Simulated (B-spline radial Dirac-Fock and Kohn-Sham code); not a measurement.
# An X-ray data sheet for Se¹¹⁺, step by step

Wanted for Se¹¹⁺: its X-ray form factor and Compton profile, the binding energy of each subshell and how cheaper methods do for the levels.

The numbers are computed with B-spline radial Dirac-Fock and Kohn-Sham code (version 2): a free atom or ion on a radial basis; each step names its model.

### Step 1. The system

Selenium as Se¹¹⁺, configuration [Ar] 3d5.

| Item | Value |
| --- | --- |
| nuclear charge | 34 |
| electrons | 23 |
| mass number | 80 |
| nuclear rms radius | 4.14 fm |

Outer shells as boxes (Hund's rule, for the drawing alone; heavy ions are jj-coupled, and the calculation averages over the configuration):

```
[Ar] core
3d [↑ ][↑ ][↑ ][↑ ][↑ ]
```

### Step 2. Form factor and Compton profile

Model: Dirac-Fock average of configuration, finite nucleus; form factor of the spherical density, Waller-Hartree incoherent function, impulse-approximation Compton profiles.

The run's settings:

```ini
task = scatter
Z = 34
charge = 11
configuration = 1s2 2s2 2p6 3s2 3p6 3d5
mass_number = 80
rms_radius = 4.14  # fm
s = [0.0, 0.05, 0.1, 0.15, 0.2, 0.25, 0.3, 0.35, 0.4, 0.45, 0.5, 0.6, 0.7, 0.8, 0.9, 1.0, 1.1, 1.2, 1.4, 1.6, 1.8, 2.0, 2.5, 3.0, 3.5, 4.0, 5.0, 6.0]  # 1/A
pz = [0, 0.1, 0.2, 0.3, 0.4, 0.5, 0.6, 0.8, 1.0, 1.2, 1.4, 1.6, 1.8, 2.0, 2.5, 3.0, 4.0, 5.0, 7.0, 10.0, 15.0, 20.0, 30.0, 40.0, 60.0, 100.0]  # a.u.
photon_energy = [1000, 8047.8, 10000, 17479.3, 30000, 100000, 200000, 1000000]  # eV
```

Main fields of the result record, rounded:

```text
{
  "status": "converged",
  "form_factor [e]": [23.0, 22.914, 22.66, 22.247, 21.688, 21.001, 20.208, 19.332, 18.397, 17.427, 16.445, 14.518, 12.742, 11.191, 9.8953, 8.8478, 8.0202, 7.3733, 6.4593, 5.8309, 5.3174, 4.8399, 3.7122, 2.7828, 2.1298, 1.7134, 1.2931, 1.0908],
  "incoherent": [8.1526e-12, 0.081187, 0.32083, 0.7076, 1.2239, 1.8479, 2.555, 3.3205, 4.1211, 4.936, 5.748, 7.3126, 8.7479, 10.029, 11.156, 12.143, 13.004, 13.758, 15.012, 16.019, 16.862, 17.586, 19.007, 19.984, 20.639, 21.09, 21.678, 22.07],
  "compton_total [1/a.u.]": [2.2408, 2.2397, 2.2366, 2.2313, 2.2238, 2.2143, 2.2026, 2.1728, 2.1346, 2.0881, 2.0336, 1.9716, 1.9029, 1.8284, 1.6241, 1.4102, 1.0227, 0.74049, 0.43322, 0.23323, 0.095669, 0.045166, 0.013686, 0.0050855, 0.00097551, 8.7921e-05],
  "shells": ["1s1/2", "2s1/2", "2p1/2", "2p3/2", "3s1/2", "3p1/2", "3p3/2", "3d3/2", "3d5/2"],
  "occupation": [2.0, 2.0, 2.0, 4.0, 2.0, 2.0, 4.0, 2.0, 3.0],
  "mean_momentum [a.u.]": [29.509, 10.129, 13.625, 13.327, 4.6998, 5.5693, 5.4901, 6.3983, 6.3696],
  "r2 [bohr^2]": 4.6609,
  "r_inverse [1/bohr]": 161.67,
  "r1 [bohr]": 8.4667,
  "coherent [b]": [348.53, 213.49, 176.25, 93.858, 46.556, 6.5243, 1.8387, 0.079657],
  "incoherent_cross_section [b]": [0.069655, 2.9793, 3.9052, 6.5157, 8.6824, 10.122, 8.9451, 4.8369],
  "radial_jk": {
    "3d": {"j0": [1.0, 0.99403, 0.97635, 0.94765, 0.90899, 0.8618, 0.8077, 0.74843, 0.6858, 0.6215, 0.5571, 0.43328, 0.32243, 0.22891, 0.15387, 0.096277, 0.053852, 0.02385, -0.0094465, -0.021158, -0.022499, -0.019648, -0.010133, -0.0043065, -0.0016564, -0.00057205, -3.4803e-06, 4.9826e-05], "j2": [0.0, 0.0023848, 0.0094065, 0.020678, 0.035591, 0.053366, 0.073114, 0.093902, 0.11482, 0.13502, 0.15378, 0.18482, 0.20517, 0.21434, 0.21352, 0.2048, 0.19057, 0.17303, 0.13488, 0.099647, 0.070957, 0.049226, 0.01826, 0.0061853, 0.0018298, 0.00035556, -0.00019407, -0.00014826], "j4": [0.0, 2.4838e-06, 3.9176e-05, 0.00019367, 0.00059222, 0.0013863, 0.0027321, 0.0047701, 0.0076073, 0.011304, 0.015868, 0.02736, 0.04117, 0.055933, 0.070212, 0.082797, 0.092875, 0.10005, 0.10584, 0.10241, 0.093257, 0.081442, 0.052101, 0.030912, 0.017904, 0.010375, 0.0036417, 0.0013854], "r2": 0.3251, "r4": 0.19298, "r6": 0.1838}
  }
}
```

The scattering functions against s = sin θ / λ:

| s (1/Å) | f (e) | f / N | S(s) |
| --- | --- | --- | --- |
| 0 | 23.00 | 1.000 | 0 |
| 0.100 | 22.66 | 0.985 | 0.3208 |
| 0.200 | 21.69 | 0.943 | 1.224 |
| 0.300 | 20.21 | 0.879 | 2.555 |
| 0.400 | 18.40 | 0.800 | 4.121 |
| 0.500 | 16.44 | 0.715 | 5.748 |
| 0.700 | 12.74 | 0.554 | 8.748 |
| 0.900 | 9.895 | 0.430 | 11.16 |
| 1.10 | 8.020 | 0.349 | 13.00 |
| 1.40 | 6.459 | 0.281 | 15.01 |
| 1.80 | 5.317 | 0.231 | 16.86 |
| 2.50 | 3.712 | 0.161 | 19.01 |
| 3.50 | 2.130 | 0.093 | 20.64 |
| 5.00 | 1.293 | 0.056 | 21.68 |

### Step 3. Hole states by ΔSCF

Model: Dirac-Fock average of configuration, Delta-SCF, finite nucleus, first-order Breit with its frequency dependence, self-energy and vacuum polarisation.

Settings, as recorded:

```ini
task = binding
```

Main fields of the result record, rounded:

```text
{
  "status": "converged",
  "shells": ["K", "L1", "L2", "L3", "M1", "M2", "M3", "M4,5"],
  "total_energy_parts [Ha]": [-2378.39815, 1.28540017, -0.121205721, -0.00535135047, 0.867154993, -0.0852114257],
  "koopmans [eV]": [13043.5, 1997.05, 1816.09, 1773.87, 514.631, 448.552, 441.385, 340.194],
  "dirac_coulomb [eV]": [13005.1, 1983.07, 1800.04, 1758.19, 512.536, 446.336, 439.256, 337.699],
  "gaunt [eV]": [-19.9034, -1.51976, -2.75163, -1.95008, -0.223392, -0.408452, -0.27013, -0.0454631],
  "retardation [eV]": [1.31624, 0.0670728, 0.29231, 0.292479, 0.012157, 0.0492194, 0.0492599, 0.00950005],
  "breit_frequency [eV]": [0.0643817, -0.00794677, -0.00126048, 0.0275549, -0.00162642, -0.000887468, 0.00437077, -0.000842025],
  "self_energy [eV]": [-9.91502, -1.07531, 0.120819, 0.0278212, -0.198302, 0.0202268, 0.00454069, 0.0150434],
  "vacuum_polarisation [eV]": [0.996309, 0.100603, -0.00714766, -0.00807054, 0.0180375, -0.00133508, -0.00151883, -0.00123554],
  "binding [eV]": [12977.7, 1980.63, 1797.69, 1756.58, 512.143, 445.995, 439.042, 337.676],
  "mean_radius [bohr]": [0.0440684, 0.194589, 0.168023, 0.171714, 0.540944, 0.53948, 0.547086, 0.524402]
}
```

total_energy_parts: Dirac-Coulomb, Gaunt, retardation, frequency dependence, self-energy, vacuum polarisation. 

The binding energies by parts, in eV; the parts add up.

| level | -ε | relaxation | Breit | QED | binding |
| --- | --- | --- | --- | --- | --- |
| K | 13043.5 | -38.43 | -18.52 | -8.92 | 12977.7 |
| L1 | 1997.0 | -13.98 | -1.46 | -0.97 | 1980.6 |
| L2 | 1816.1 | -16.06 | -2.46 | 0.11 | 1797.7 |
| L3 | 1773.9 | -15.68 | -1.63 | 0.02 | 1756.6 |
| M1 | 514.6 | -2.09 | -0.21 | -0.18 | 512.1 |
| M2 | 448.6 | -2.22 | -0.36 | 0.02 | 446.0 |
| M3 | 441.4 | -2.13 | -0.22 | 0.00 | 439.0 |
| M4,5 | 340.2 | -2.50 | -0.04 | 0.01 | 337.7 |

X-ray lines as differences of these levels:

| line | energy (eV) |
| --- | --- |
| Kβ1 (K-M3) | 12538.6 |
| Kβ3 (K-M2) | 12531.7 |
| Kα1 (K-L3) | 11221.1 |
| Kα2 (K-L2) | 11180.0 |
| Lβ3 (L1-M3) | 1541.6 |
| Lβ4 (L1-M2) | 1534.6 |
| Lη (L2-M1) | 1285.5 |
| Lℓ (L3-M1) | 1244.4 |

### Step 4. Dirac LDA, for comparison

Model: Dirac-Kohn-Sham LDA (Slater exchange, VWN correlation), finite nucleus, spherical and without spin polarisation.

Recorded inputs:

```ini
task = binding-ladder
method = lda,vwn
relativity = dirac
```

Main fields of the result record, rounded:

```text
{
  "status": "converged",
  "shells": ["K", "L1", "L2", "L3", "M1", "M2", "M3", "M4,5"],
  "minus_eigenvalue [eV]": [12777.3, 1904.02, 1740.79, 1699.06, 478.804, 422.494, 415.527, 319.013],
  "delta_scf [eV]": [13001.7, 1950.39, 1795.38, 1752.42, 498.484, 442.301, 435.104, 339.46],
  "total_energy [Ha]": -2376.00825,
  "dirac_fock_binding [eV]": [12977.7, 1980.63, 1797.69, 1756.58, 512.143, 445.995, 439.042, 337.676]
}
```

Beside the Dirac-Fock ΔSCF result with Breit and QED, in eV:

| level | -ε | miss | ΔSCF | miss | Dirac-Fock |
| --- | --- | --- | --- | --- | --- |
| K | 12777.3 | -200.4 | 13001.7 | +24.0 | 12977.7 |
| L1 | 1904.0 | -76.6 | 1950.4 | -30.2 | 1980.6 |
| L2 | 1740.8 | -56.9 | 1795.4 | -2.3 | 1797.7 |
| L3 | 1699.1 | -57.5 | 1752.4 | -4.2 | 1756.6 |
| M1 | 478.8 | -33.3 | 498.5 | -13.7 | 512.1 |
| M2 | 422.5 | -23.5 | 442.3 | -3.7 | 446.0 |
| M3 | 415.5 | -23.5 | 435.1 | -3.9 | 439.0 |
| M4,5 | 319.0 | -18.7 | 339.5 | +1.8 | 337.7 |

### Step 5. non-relativistic HF, for comparison

Model: non-relativistic Hartree-Fock, average of configuration, point nucleus.

Settings, as recorded:

```ini
task = binding-ladder
method = hf
relativity = nr
```

Main fields of the result record, rounded:

```text
{
  "status": "converged",
  "shells": ["1s", "2s", "2p", "3s", "3p", "3d"],
  "minus_eigenvalue [eV]": [12839.5, 1950.56, 1776.69, 505.312, 441.173, 341.441],
  "delta_scf [eV]": [12802.3, 1936.98, 1761.16, 503.302, 439.06, 338.933],
  "total_energy [Ha]": -2349.53782
}
```

Beside the Dirac-Fock ΔSCF result with Breit and QED, in eV:

| level | -ε | miss | ΔSCF | miss | Dirac-Fock |
| --- | --- | --- | --- | --- | --- |
| 1s | 12839.5 | -138.1 | 12802.3 | -175.4 | 12977.7 |
| 2s | 1950.6 | -30.1 | 1937.0 | -43.7 | 1980.6 |
| 2p | 1776.7 | +6.4 | 1761.2 | -9.1 | 1770.3 |
| 3s | 505.3 | -6.8 | 503.3 | -8.8 | 512.1 |
| 3p | 441.2 | -0.2 | 439.1 | -2.3 | 441.4 |
| 3d | 341.4 | +3.8 | 338.9 | +1.3 | 337.7 |

Spin-orbit partners are averaged with weights 2j + 1.

### Step 6. Cost and miss by method

| method | level | eigenvalue miss (%) | ΔSCF miss (%) | time |
| --- | --- | --- | --- | --- |
| Dirac LDA | K | -1.54 | +0.19 | 1.5 s |
| non-relativistic HF | 1s | -1.06 | -1.35 | 0.19 s |
| Dirac-Fock + Breit + QED | all | - | reference | 2.6 s |

Times cover the ground state and all hole states of a step, on one thread of a shared host; states solved in an earlier step are reused, and a first call can include compiling.

### Step 7. Outcome

| quantity | value |
| --- | --- |
| rms radius of the electron cloud | 0.450 bohr |
| form factor halves at | 0.78 1/Å |
| Compton profile at zero | 2.241 1/a.u. |
| deepest level listed, K (1s) | 12977.7 eV |
| least bound, M4,5 (3d) | 337.7 eV |
| Kα1 | 11221.1 eV |
| ionisation energy, NIST (theoretical) | 342.900 eV |
| Dirac LDA, K: eigenvalue / ΔSCF | 12777.3 / 13001.7 eV |
| non-relativistic HF, 1s: eigenvalue / ΔSCF | 12839.5 / 12802.3 eV |

What this shows: f falls from 23 to half of that at s = 0.78 1/Å. Incoherent scattering outweighs coherent from 100 keV on, among the energies asked. For K (1s), relaxation takes off 38.4 eV, Breit terms shift it by -18.52 and QED by -8.92 eV. NIST's ionisation energy differs by +5.22 eV from the least binding energy; the calculation averages open shells over their j components and terms. Dirac LDA misses the K level by -1.5 % with its eigenvalue and by +0.2 % with ΔSCF, so total-energy differences mend most of the error. Non-relativistic HF misses the 1s level by -1.1 % with its eigenvalue and by -1.4 % with ΔSCF, as relativity is missing. The Hartree-Fock and Dirac-Fock values hold no electron correlation.
